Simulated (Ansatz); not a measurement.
# C2H3FI2: one species, many methods

One table from this session's results is given with a row withheld; the runs are named, their logs left out.

Method: functionals in def2-TZVPP, the program's frozen cores in correlated methods; program: Ansatz 0.2.0, Gaussian basis.

The runs, in order: PBE-D4, r2SCAN-D4, PBE0-D4, B3LYP-D4, ωB97X-V, ωB97M-V, B2PLYP; CCSD(T)/def2-TZVPP; MP2/def2-QZVPP; extrapolation to the limit.

## Structure used throughout

All runs share one geometry, relaxed beforehand with PBE0-D4 in a triple-zeta def2 set. I takes the def2 core potential; no spin-orbit term is included.

SMILES `FC(I)CI`, 8 atoms, charge 0, spin multiplicity 1.

Atoms are counted from 1 here; the program's logs count them from 0.

Bond lengths: F1–C2 1.364 Å, C2–I3 2.152 Å, C2–C4 1.505 Å, C2–H6 1.090 Å, C4–I5 2.125 Å, C4–H7 1.090 Å, C4–H8 1.087 Å. Angles: F1–C2–I3 108.6°, F1–C2–C4 108.2°, F1–C2–H6 108.8°, I3–C2–C4 112.7°, I3–C2–H6 105.3°, C4–C2–H6 113.1°, C2–C4–I5 112.1°, C2–C4–H7 108.6°, C2–C4–H8 112.0°, I5–C4–H7 106.2°, I5–C4–H8 107.5°, H7–C4–H8 110.1°.

Set-up of the first run:

in.yaml reads:

```yaml
crystal:
  periodic: [false, false, false]
  atoms:
    - {symbol: F, position_ang: [-1.513863, -0.735066, 0.810713]}
    - {symbol: C, position_ang: [-0.734907, 0.174199, 0.156771]}
    - {symbol: I, position_ang: [-0.544536, 1.928824, 1.388660]}
    - {symbol: C, position_ang: [0.590534, -0.471829, -0.142433]}
    - {symbol: I, position_ang: [1.753273, 0.679151, -1.499261]}
    - {symbol: H, position_ang: [-1.259547, 0.506625, -0.738444]}
    - {symbol: H, position_ang: [0.408973, -1.428957, -0.632084]}
    - {symbol: H, position_ang: [1.184973, -0.618446, 0.755978]}
basis:
  gaussian: {orbitals: def2-TZVPP}
hamiltonian: {xc: pbe, dispersion: d4}
output: {forces: true, orbitals: {seedname: orbitals}}
```

Launch:

```console
> ansatz run in.yaml --threads 4 --pin off --events-out ev --progress --plain --max-ram 10444MiB
```

Steps of the session up to this table: PBE-D4 (GGA); r2SCAN-D4 (meta-GGA); PBE0-D4 (hybrid); B3LYP-D4 (hybrid); ωB97X-V (range-separated); ωB97M-V (range-separated); B2PLYP (double hybrid); CCSD(T) in def2-TZVPP; MP2 in def2-QZVPP.

One of the session's tables, all rows but one given; the rest of the session is left out.

| method | atomisation energy (kcal/mol) |
| --- | --- |
| PBE-D4 | 653.7 |
| r2SCAN-D4 | 632.1 |
| PBE0-D4 | 635.6 |
| B3LYP-D4 | 625.5 |
| ωB97X-V | 628.3 |
| ωB97M-V | 626.6 |
| B2PLYP | 619.4 |
| HF/def2-TZVPP | 430.2 |
| MP2/def2-TZVPP | 633.8 |
| CCSD/def2-TZVPP | 598.2 |
| CCSD(T)/def2-TZVPP | 612.9 |
| MP2/CBS | ? |
| CCSD(T)/CBS | 634.3 |

Q: Estimate the row for MP2/CBS from the others.

The run gave: atomisation energy (kcal/mol): 655.1. In the column «atomisation energy (kcal/mol)» it is the highest.

To keep in mind: Free atoms (1 F, 2 C, 2 I, 3 H) were run apart at each level; the atomisation energy is their sum less the molecule, without zero-point or spin-orbit terms.
